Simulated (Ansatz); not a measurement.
# BClF₂H₂ (built from SMILES Cl.FBF): search for a transition state

Aim: find the saddle point of a four-centre ligand exchange that is to form B1–Cl6, H2–H5 and break B1–H2, H5–Cl6, prove it by its vibrations, and relax downhill on both sides to see what it joins.

Computed with Ansatz 0.2.0, Gaussian basis. Level: PBE0-D4, def2-SVP first, then def2-TZVP.

152 further runs of the same task are left out: 152 set aside as unsound or not needed.

**1. The system as given**

The guess: 6 atoms, charge 0, spin multiplicity 1.

Atoms are counted from 1 here; the program's logs count them from 0.

Bond lengths: B1–H2 1.371 Å, B1–F3 1.326 Å, B1–F4 1.326 Å, B1–Cl6 2.023 Å. Angles: H2–B1–F3 107.5°, H2–B1–F4 107.5°, H2–B1–Cl6 102.8°, F3–B1–F4 118.7°, F3–B1–Cl6 109.5°, F4–B1–Cl6 109.5°.

Geometry (Å):

```xyz
6

B    -0.2623    0.1629   -0.2189
H     1.0598    0.5187   -0.2978
F    -0.6005   -0.3777   -1.3813
F    -0.9356    1.2213    0.2106
H     0.9959   -0.2610    0.4718
Cl   -0.2572   -1.2642    1.2156
```

Distances that are to change: B1–Cl6 2.02 Å, H2–H5 1.10 Å, B1–H2 1.37 Å, H5–Cl6 1.77 Å.

**2. Constrained relaxation of the guess**

hold/in.yaml reads:

```yaml
crystal:
  periodic: [false, false, false]
  atoms:
    - {symbol: B, position_ang: [-0.262300, 0.162900, -0.218900]}
    - {symbol: H, position_ang: [1.059800, 0.518700, -0.297800]}
    - {symbol: F, position_ang: [-0.600500, -0.377700, -1.381300]}
    - {symbol: F, position_ang: [-0.935600, 1.221300, 0.210600]}
    - {symbol: H, position_ang: [0.995900, -0.261000, 0.471800]}
    - {symbol: Cl, position_ang: [-0.257200, -1.264200, 1.215600]}
basis:
  gaussian: {orbitals: def2-SVP}
hamiltonian: {xc: pbe0, dispersion: d4}
relax: {f_tol: 0.04, max_steps: 150, escape_saddle: false, constraints: [{distance: [0, 5]}, {distance: [1, 4]}, {distance: [0, 1]}, {distance: [4, 5]}]}
```

The run is started by

```sh
ansatz run in.yaml --threads 2 --pin off --events-out ev --progress --plain --max-ram 4352MiB
```

The program printed, cut to the lines that bear on the results:

```text
Functional definition: PBE0
  name "PBE0"
  cite "Adamo & Barone, J. Chem. Phys. 110, 6158 (1999) doi:10.1063/1.478522"
  cite "Perdew, Burke & Ernzerhof, Phys. Rev. Lett. 77, 3865 (1996) doi:10.1103/PhysRevLett.77.3865"
  parent pbe
[...]
731 factors; integrals over basis functions are off by at most 4.0e-4 eV
[...]
mean field -18648.37101492 eV, -685.3149944785 hartree, gradient 8.2e-6 eV, S^2 0.000000; 0 other end points of the search recorded, 0 dependent functions left out
[...]
reference -18648.37103345 eV, -685.3149951594 hartree; 21, 21 occupied and 49, 49 virtual orbitals, 731 factors
relax step   1: F+E_penalty+E_count = -18648.44591918 eV  Δ(F+E_penalty+E_count) = +0.000e0 eV  max|allowed force component| = 2.478e-1 eV/Å  Δτ_max = 0.0000 Å  (27 SCF iters, accepted)
[...]
relax step   3: F+E_penalty+E_count = -18648.46465148 eV  Δ(F+E_penalty+E_count) = -3.007e-3 eV  max|allowed force component| = 7.501e-2 eV/Å  Δτ_max = 0.0080 Å  (30 SCF iters, accepted)
[...]
relax step   4: F+E_penalty+E_count = -18648.46533823 eV  Δ(F+E_penalty+E_count) = -6.868e-4 eV  max|allowed force component| = 3.483e-2 eV/Å  Δτ_max = 0.0056 Å  (23 SCF iters, accepted)
  distance B 0 - Cl 5 held at 2.023470 Å   reaction = +5.1512e-1 eV/Å
  distance H 1 - H 4 held at 1.097406 Å   reaction = +1.9162e0 eV/Å
  distance B 0 - H 1 held at 1.371411 Å   reaction = -5.8412e-1 eV/Å
  distance H 4 - Cl 5 held at 1.769155 Å   reaction = +5.8171e-1 eV/Å
731 factors; integrals over basis functions are off by at most 3.8e-4 eV
mean field -18648.39080420 eV, -685.3157217211 hartree, gradient 1.3e-5 eV, S^2 0.000000; 1 other end points of the search recorded, 0 dependent functions left out
[...]
reference -18648.39082263 eV, -685.3157223982 hartree; 21, 21 occupied and 49, 49 virtual orbitals, 731 factors
Total energy: -18648.46535666 eV, -685.3184614733 hartree
Atom 0 at    -0.272135     0.149300    -0.207261 Å, force    -0.590095    -0.511414     0.389709 eV/Å
Atom 1 at     1.042254     0.526954    -0.309853 Å, force     0.398303    -1.205120     1.294250 eV/Å
Atom 2 at    -0.571821    -0.380904    -1.388832 Å, force     0.027087    -0.017684     0.011376 eV/Å
Atom 3 at    -0.910399     1.234469     0.219446 Å, force     0.024635    -0.005990     0.023087 eV/Å
Atom 4 at     0.966358    -0.253414     0.457978 Å, force    -0.249195     1.025599    -1.082609 eV/Å
Atom 5 at    -0.254158    -1.276406     1.228522 Å, force     0.389265     0.714609    -0.635813 eV/Å
Dipole moment:     0.470499     0.077557     0.021147 e Å
```

Run time: 6.5 s. Hardware: 2 threads of Arm Neoverse V1, shared host.

The steps of the relaxation:

```tsv
step	energy from step 1 (eV)	largest force component (eV/Å)
1	0.0000	0.2478
2	-0.0157	0.1376
3	-0.0187	0.0750
4	-0.0194	0.0348
```

Close pairs (by a distance rule), those that changed most:

```tsv
bond	before (Å)	after (Å)	change (Å)
B1–F3	1.326	1.329	+0.003
B1–F4	1.326	1.329	+0.003
B1–H2	1.371	1.371	+0.000
B1–Cl6	2.023	2.023	+0.000
```

**3. Force constants to start from**

hessian/in.yaml reads:

```yaml
crystal:
  periodic: [false, false, false]
  atoms:
    - {symbol: B, position_ang: [-0.272135, 0.149300, -0.207261]}
    - {symbol: H, position_ang: [1.042254, 0.526954, -0.309853]}
    - {symbol: F, position_ang: [-0.571821, -0.380904, -1.388832]}
    - {symbol: F, position_ang: [-0.910399, 1.234469, 0.219446]}
    - {symbol: H, position_ang: [0.966358, -0.253414, 0.457978]}
    - {symbol: Cl, position_ang: [-0.254158, -1.276406, 1.228522]}
basis:
  gaussian: {orbitals: def2-SVP}
hamiltonian: {xc: pbe0, dispersion: d4}
phonons: {}
scf: {lower_state_search: off}
```

The run is started by

```sh
ansatz run in.yaml --threads 2 --pin off --events-out ev --progress --plain --max-ram 4352MiB
```

The program printed, cut to the lines that bear on the results:

```text
[... 5 set-up lines as earlier in the session ...]
[...]
728 factors; integrals over basis functions are off by at most 3.9e-4 eV
[...]
mean field -18648.39080386 eV, -685.3157217085 hartree, gradient 7.6e-6 eV, S^2 0.000000; 0 other end points of the search recorded, 0 dependent functions left out
[...]
reference -18648.39082228 eV, -685.3157223856 hartree; 21, 21 occupied and 49, 49 virtual orbitals, 728 factors
[... from here to the last solve, the lines of the solves are left out (35 solves) ...]
728 factors; integrals over basis functions are off by at most 3.9e-4 eV
mean field -18648.39236264 eV, -685.3157789925 hartree, gradient 2.5e-6 eV, S^2 0.000000; 0 other end points of the search recorded, 0 dependent functions left out
[...]
WARN: phonons: modes at or below zero, which the zero-point energy, F, S and C_V leave out: 1, the lowest at -1128.76 cm⁻¹. A minimum has none, and a first-order saddle one
Total energy: -18648.46535631 eV, -685.3184614605 hartree
Atom 0 at    -0.272135     0.149300    -0.207261 Å, force    -0.590113    -0.511402     0.389710 eV/Å
Atom 1 at     1.042254     0.526954    -0.309853 Å, force     0.398323    -1.205114     1.294248 eV/Å
Atom 2 at    -0.571821    -0.380904    -1.388832 Å, force     0.027087    -0.017691     0.011371 eV/Å
Atom 3 at    -0.910399     1.234469     0.219446 Å, force     0.024639    -0.005995     0.023090 eV/Å
Atom 4 at     0.966358    -0.253414     0.457978 Å, force    -0.249213     1.025590    -1.082603 eV/Å
Atom 5 at    -0.254158    -1.276406     1.228522 Å, force     0.389276     0.714612    -0.635815 eV/Å
Dipole moment:     0.470500     0.077558     0.021146 e Å
Vibrations: -1128.76 277.39 312.85 523.65 701.24 743.72 1070.76 1167.21 1271.50 1425.86 1700.21 2032.19 cm⁻¹, zero-point energy 0.695959 eV
Checks for a lower state left out: stability, starts, cluster_reference, orbital_swaps, neighbouring_geometries, increment
```

Run time: 27 s. Hardware: 2 threads of Arm Neoverse V1, shared host.

The structure is not stationary yet, so these wavenumbers are no spectrum; the search needs only the force constants.

**4. Saddle search in the small basis**

A small driver takes partitioned rational-function steps: uphill along one mode, downhill along the rest. It calls the program once a step for energy and forces and updates the Hessian by Bofill's formula. It stops when the largest force is under 0.04 eV/Å and the followed curvature is negative. The first step's input:

presaddle/in.yaml reads:

```yaml
crystal:
  periodic: [false, false, false]
  atoms:
    - {symbol: B, position_ang: [-0.272135, 0.149300, -0.207261]}
    - {symbol: H, position_ang: [1.042254, 0.526954, -0.309853]}
    - {symbol: F, position_ang: [-0.571821, -0.380904, -1.388832]}
    - {symbol: F, position_ang: [-0.910399, 1.234469, 0.219446]}
    - {symbol: H, position_ang: [0.966358, -0.253414, 0.457978]}
    - {symbol: Cl, position_ang: [-0.254158, -1.276406, 1.228522]}
basis:
  gaussian: {orbitals: def2-SVP}
hamiltonian: {xc: pbe0, dispersion: d4}
output: {forces: true}
scf: {lower_state_search: off}
```

The run is started by

```sh
ansatz run in.yaml --threads 2 --pin off --events-out ev --progress --plain --max-ram 4352MiB
```

Step by step:

```tsv
step	energy (eV)	largest force (eV/Å)	followed curvature (eV/Å²)
1	-18648.46533	1.2942	-10.93
2	-18648.53709	0.2748	-11.09
3	-18648.54042	0.0931	-12.19
4	-18648.54076	0.0123	-11.54
```

The 4 steps took 4.5 s in all (2 threads of Arm Neoverse V1, shared host).

**5. Saddle search in triple zeta**

A small driver takes partitioned rational-function steps: uphill along one mode, downhill along the rest. It calls the program once a step for energy and forces and updates the Hessian by Bofill's formula. It stops when the largest force is under 0.01 eV/Å and the followed curvature is negative. The first step's input:

saddle/in.yaml reads:

```yaml
crystal:
  periodic: [false, false, false]
  atoms:
    - {symbol: B, position_ang: [-0.258819, 0.222194, -0.277666]}
    - {symbol: H, position_ang: [1.044077, 0.452569, -0.234764]}
    - {symbol: F, position_ang: [-0.605903, -0.369618, -1.408824]}
    - {symbol: F, position_ang: [-0.944794, 1.247203, 0.200897]}
    - {symbol: H, position_ang: [0.879656, -0.311717, 0.498282]}
    - {symbol: Cl, position_ang: [-0.114116, -1.240631, 1.222075]}
basis:
  gaussian: {orbitals: def2-TZVP}
hamiltonian: {xc: pbe0, dispersion: d4}
output: {forces: true}
scf: {lower_state_search: off}
```

The run is started by

```sh
ansatz run in.yaml --threads 2 --pin off --events-out ev --progress --plain --max-ram 4352MiB
```

The driver's record:

```tsv
step	energy (eV)	largest force (eV/Å)	followed curvature (eV/Å²)
1	-18660.21747	0.1060	-11.54
2	-18660.21839	0.0268	-11.35
3	-18660.21842	0.0045	-11.36
```

The 3 steps took 8.8 s in all (2 threads of Arm Neoverse V1, shared host).

The point found:

```mol
BClF2H2
  3D, bonds by distance, orders not assigned

  6  4  0  0  0  0  0  0  0  0999 V2000
   -0.2609    0.2221   -0.2780 B   0  0
    1.0384    0.4459   -0.2293 H   0  0
   -0.6026   -0.3684   -1.4106 F   0  0
   -0.9417    1.2496    0.2004 F   0  0
    0.8777   -0.3052    0.4913 H   0  0
   -0.1109   -1.2440    1.2262 Cl  0  0
  1  2  8  0
  1  3  8  0
  1  4  8  0
  5  6  8  0
M  END
```

Followed mode, largest move set to 1: H5 (0.39, 0.69, -0.61); B1 (-0.32, -0.55, 0.48); Cl6 (-0.48, -0.01, -0.10); H2 (0.17, -0.14, 0.18).

**6. Checking the order of the point**

vib/in.yaml reads:

```yaml
crystal:
  periodic: [false, false, false]
  atoms:
    - {symbol: B, position_ang: [-0.260870, 0.222118, -0.278020]}
    - {symbol: H, position_ang: [1.038424, 0.445909, -0.229264]}
    - {symbol: F, position_ang: [-0.602565, -0.368423, -1.410592]}
    - {symbol: F, position_ang: [-0.941716, 1.249641, 0.200367]}
    - {symbol: H, position_ang: [0.877695, -0.305198, 0.491321]}
    - {symbol: Cl, position_ang: [-0.110869, -1.244047, 1.226188]}
basis:
  gaussian: {orbitals: def2-TZVP}
hamiltonian: {xc: pbe0, dispersion: d4}
phonons: {temperatures: {t_min: 298.15, t_max: 900, t_step: 200}}
```

The run is started by

```sh
ansatz run in.yaml --threads 2 --pin off --events-out ev --progress --plain --max-ram 4352MiB
```

The program printed, cut to the lines that bear on the results:

```text
[... 5 set-up lines as earlier in the session ...]
[...]
837 factors; their error is unknown
[...]
mean field -18660.14421622 eV, -685.7476516461 hartree, gradient 1.7e-5 eV, S^2 0.000000; 0 other end points of the search recorded, 0 dependent functions left out
[...]
reference -18660.14424224 eV, -685.7476526021 hartree; 21, 21 occupied and 121, 121 virtual orbitals, 837 factors
[... from here to the last solve, the lines of the solves are left out (21 solves) ...]
837 factors; their error is unknown
[...]
mean field -18660.14420626 eV, -685.7476512802 hartree, gradient 7.6e-7 eV, S^2 0.000000; 0 other end points of the search recorded, 0 dependent functions left out
[...]
reference -18660.14423228 eV, -685.7476522361 hartree; 21, 21 occupied and 121, 121 virtual orbitals, 837 factors
WARN: phonons: modes at or below zero, which the zero-point energy, F, S and C_V leave out: 1, the lowest at -997.35 cm⁻¹. A minimum has none, and a first-order saddle one
Total energy: -18660.21842464 eV, -685.7503787550 hartree
Atom 0 at    -0.260870     0.222118    -0.278020 Å, force     0.004493    -0.000559     0.001508 eV/Å
Atom 1 at     1.038424     0.445909    -0.229264 Å, force     0.001122    -0.000044     0.000280 eV/Å
Atom 2 at    -0.602565    -0.368423    -1.410592 Å, force    -0.001659    -0.001120    -0.002039 eV/Å
Atom 3 at    -0.941716     1.249641     0.200367 Å, force    -0.002237     0.001634     0.000702 eV/Å
Atom 4 at     0.877695    -0.305198     0.491321 Å, force    -0.001416     0.000907    -0.001209 eV/Å
Atom 5 at    -0.110869    -1.244047     1.226188 Å, force    -0.000303    -0.000818     0.000758 eV/Å
Dipole moment:     0.376123     0.049361     0.029605 e Å
Vibrations: -997.35 241.97 289.32 505.40 719.01 803.01 1085.01 1086.80 1388.86 1432.18 1659.14 2126.77 cm⁻¹, zero-point energy 0.702833 eV
```

It took 39 s on 2 threads of Arm Neoverse V1, shared host.

The modes, with what each moves most:

```tsv
mode	wavenumber (cm⁻¹)	character
1	997i	changes H2–H5, B1–H2, H5–Cl6
2	242	not assigned (largely outside the bonds, angles and torsions drawn)
3	289	not assigned (largely outside the bonds, angles and torsions drawn)
4	505	bend
5	719	not assigned (largely outside the bonds, angles and torsions drawn)
6	803	Cl–H stretch with bend
7	1085	not assigned (largely outside the bonds, angles and torsions drawn)
8	1087	B–F stretch
9	1389	not assigned (largely outside the bonds, angles and torsions drawn)
10	1432	B–F stretch
11	1659	not assigned (largely outside the bonds, angles and torsions drawn)
12	2127	B–H stretch
```

Vibrational sums (real modes only):

```tsv
T (K)	entropy (J/mol/K)	heat capacity (J/mol/K)
298	19.1	29.2
498	39.0	49.0
698	57.9	62.6
898	74.8	71.2
```

**7. Relaxing after a step of 0.30 Å one way along the mode**

downa/in.yaml reads:

```yaml
crystal:
  periodic: [false, false, false]
  atoms:
    - {symbol: B, position_ang: [-0.356418, 0.057827, -0.133122]}
    - {symbol: H, position_ang: [1.088064, 0.403003, -0.175716]}
    - {symbol: F, position_ang: [-0.565754, -0.364750, -1.401044]}
    - {symbol: F, position_ang: [-0.903777, 1.247946, 0.204570]}
    - {symbol: H, position_ang: [0.993744, -0.098175, 0.307816]}
    - {symbol: Cl, position_ang: [-0.255759, -1.245851, 1.197497]}
basis:
  gaussian: {orbitals: def2-TZVP}
hamiltonian: {xc: pbe0, dispersion: d4}
relax: {f_tol: 0.005, max_steps: 200}
```

The run is started by

```sh
ansatz run in.yaml --threads 2 --pin off --events-out ev --progress --plain --max-ram 4352MiB
```

The program printed, cut to the lines that bear on the results:

```text
[... 5 set-up lines as earlier in the session ...]
[...]
837 factors; their error is unknown
[...]
mean field -18660.54504234 eV, -685.7623817342 hartree, gradient 5.4e-6 eV, S^2 0.000000; 0 other end points of the search recorded, 0 dependent functions left out
[...]
reference -18660.54506758 eV, -685.7623826617 hartree; 21, 21 occupied and 121, 121 virtual orbitals, 837 factors
relax step   1: F+E_penalty+E_count = -18660.61963821 eV  Δ(F+E_penalty+E_count) = +0.000e0 eV  max|allowed force component| = 2.724e0 eV/Å  Δτ_max = 0.0000 Å  (26 SCF iters, accepted)
[...]
837 factors; their error is unknown
[...]
mean field -18661.74718951 eV, -685.8065598278 hartree, gradient 6.3e-6 eV, S^2 0.000000; 1 other end points of the search recorded, 0 dependent functions left out
[...]
reference -18661.74721708 eV, -685.8065608413 hartree; 21, 21 occupied and 121, 121 virtual orbitals, 837 factors
Total energy: -18661.81971379 eV, -685.8092250461 hartree
Atom 0 at    -0.967137    -0.153594    -0.049342 Å, force     0.001320    -0.004556     0.004854 eV/Å
Atom 1 at     1.881713     0.708461    -0.315427 Å, force     0.000510     0.003787    -0.003696 eV/Å
Atom 2 at    -0.845886    -0.482567    -1.311854 Å, force    -0.000453     0.000463    -0.002031 eV/Å
Atom 3 at    -1.177789     1.100944     0.264701 Å, force    -0.000755     0.001901    -0.000599 eV/Å
Atom 4 at     1.977543     0.196112     0.219341 Å, force    -0.000233    -0.003604     0.003570 eV/Å
Atom 5 at    -0.868343    -1.369356     1.192582 Å, force    -0.000388     0.002008    -0.002099 eV/Å
Dipole moment:     0.026003    -0.032107     0.037723 e Å
```

Run time: 39 s. Hardware: 2 threads of Arm Neoverse V1, shared host.

The steps of the relaxation: (the energy doesn't fall at every step)

```tsv
step	energy from step 1 (eV)	largest force component (eV/Å)
1	0.0000	2.7236
2	-0.4077	1.6734
3	-0.6713	1.3148
4	-0.9615	0.6666
5	-1.1095	0.6735
6	-1.1374	0.6810
7	-1.1323	1.1560
8	-1.1870	0.3120
9	-1.1978	0.0739
10	-1.1992	0.0369
11	-1.1998	0.0182
12	-1.1999	0.0752
13	-1.2000	0.0176
14	-1.1999	0.0552
15	-1.2000	0.0059
16	-1.2000	0.0049
```

Distances of close pairs at the start and the end, largest changes first:

```tsv
bond	before (Å)	after (Å)	change (Å)
B1–H5	1.429	2.978	+1.549
B1–Cl6	1.866	1.741	-0.125
H2–H5	0.703	0.747	+0.044
B1–F4	1.353	1.310	-0.042
B1–F3	1.353	1.310	-0.042
```

**8. Relaxing after a step of 0.30 Å the other way along the mode**

downb/in.yaml reads:

```yaml
crystal:
  periodic: [false, false, false]
  atoms:
    - {symbol: B, position_ang: [-0.165321, 0.386408, -0.422918]}
    - {symbol: H, position_ang: [0.988785, 0.488815, -0.282812]}
    - {symbol: F, position_ang: [-0.639376, -0.372096, -1.420139]}
    - {symbol: F, position_ang: [-0.979655, 1.251337, 0.196164]}
    - {symbol: H, position_ang: [0.761647, -0.512221, 0.674825]}
    - {symbol: Cl, position_ang: [0.034020, -1.242243, 1.254880]}
basis:
  gaussian: {orbitals: def2-TZVP}
hamiltonian: {xc: pbe0, dispersion: d4}
relax: {f_tol: 0.005, max_steps: 200}
```

The run is started by

```sh
ansatz run in.yaml --threads 2 --pin off --events-out ev --progress --plain --max-ram 4352MiB
```

The program printed, cut to the lines that bear on the results:

```text
[... 5 set-up lines as earlier in the session ...]
[...]
837 factors; their error is unknown
[...]
mean field -18660.19869286 eV, -685.7496536257 hartree, gradient 6.2e-5 eV, S^2 0.000000; 0 other end points of the search recorded, 0 dependent functions left out
[...]
reference -18660.19871901 eV, -685.7496545865 hartree; 21, 21 occupied and 121, 121 virtual orbitals, 837 factors
relax step   1: F+E_penalty+E_count = -18660.27127795 eV  Δ(F+E_penalty+E_count) = +0.000e0 eV  max|allowed force component| = 3.745e0 eV/Å  Δτ_max = 0.0000 Å  (24 SCF iters, accepted)
[...]
837 factors; their error is unknown
[...]
mean field -18661.20400592 eV, -685.7865981992 hartree, gradient 1.5e-5 eV, S^2 0.000000; 1 other end points of the search recorded, 0 dependent functions left out
[...]
reference -18661.20403428 eV, -685.7865992413 hartree; 21, 21 occupied and 121, 121 virtual orbitals, 837 factors
Total energy: -18661.26537646 eV, -685.7888535249 hartree
Atom 0 at    -0.313656     0.709415    -0.778581 Å, force    -0.000138     0.000052    -0.000081 eV/Å
Atom 1 at     0.861958     0.893422    -0.715900 Å, force     0.000342    -0.000038     0.000110 eV/Å
Atom 2 at    -0.816176    -0.163840    -1.622448 Å, force    -0.000199     0.000214     0.000116 eV/Å
Atom 3 at    -1.147412     1.416458    -0.049091 Å, force    -0.000122    -0.000151    -0.000247 eV/Å
Atom 4 at     1.340599    -1.363767     1.652009 Å, force    -0.000103    -0.000051     0.000029 eV/Å
Atom 5 at     0.074787    -1.491688     1.514010 Å, force     0.000220    -0.000026     0.000073 eV/Å
Dipole moment:     0.442751    -0.011263     0.104524 e Å
```

It took 48 s on 2 threads of Arm Neoverse V1, shared host.

The steps of the relaxation: (the energy doesn't fall at every step)

```tsv
step	energy from step 1 (eV)	largest force component (eV/Å)
1	0.0000	3.7445
2	-0.5158	1.4349
3	-0.7485	0.7261
4	-0.8557	0.8925
5	-0.9334	0.5262
6	-0.9665	0.2089
7	-0.9830	0.2136
8	-0.9828	0.6832
9	-0.9886	0.0846
10	-0.9920	0.0313
11	-0.9924	0.0127
12	-0.9825	0.6047
13	-0.9934	0.0180
14	-0.9936	0.1591
15	-0.9940	0.0394
16	-0.9937	0.1712
17	-0.9941	0.0120
18	-0.9941	0.0101
19	-0.9941	0.0037
20	-0.9941	0.0137
21	-0.9941	0.0003
```

Close pairs (by a distance rule), those that changed most:

```tsv
bond	before (Å)	after (Å)	change (Å)
H5–Cl6	1.183	1.280	+0.097
B1–F3	1.340	1.314	-0.025
B1–F4	1.340	1.314	-0.025
B1–H2	1.167	1.192	+0.024
```

**9. What the saddle joins**

```tsv
pair	start side (Å)	saddle (Å)	end side (Å)
B1–Cl6	3.202	2.106	1.741
H2–H5	3.306	1.053	0.747
B1–H2	1.192	1.319	2.988
H5–Cl6	1.280	1.549	3.391
```

**10. What came out**

| quantity | value |
| --- | --- |
| imaginary mode | 997i cm⁻¹ |
| barrier from the start side | 1.047 eV |
| barrier from the end side | 1.601 eV |
| energy of the step | -0.554 eV |
| pairs that change | B1–Cl6 formed, H2–H5 formed, B1–H2 broken, H5–Cl6 broken |
| zero-point energy at the saddle | 0.703 eV |

The point has a single imaginary mode (997i cm⁻¹), as a transition state must. Going downhill both ways gives the intended start and end. At PBE0-D4/def2-TZVP the electronic barrier is 1.047 eV, about 41 kT at 298 K, and the step runs 0.554 eV downhill. These are plain relaxations, not an intrinsic reaction coordinate.
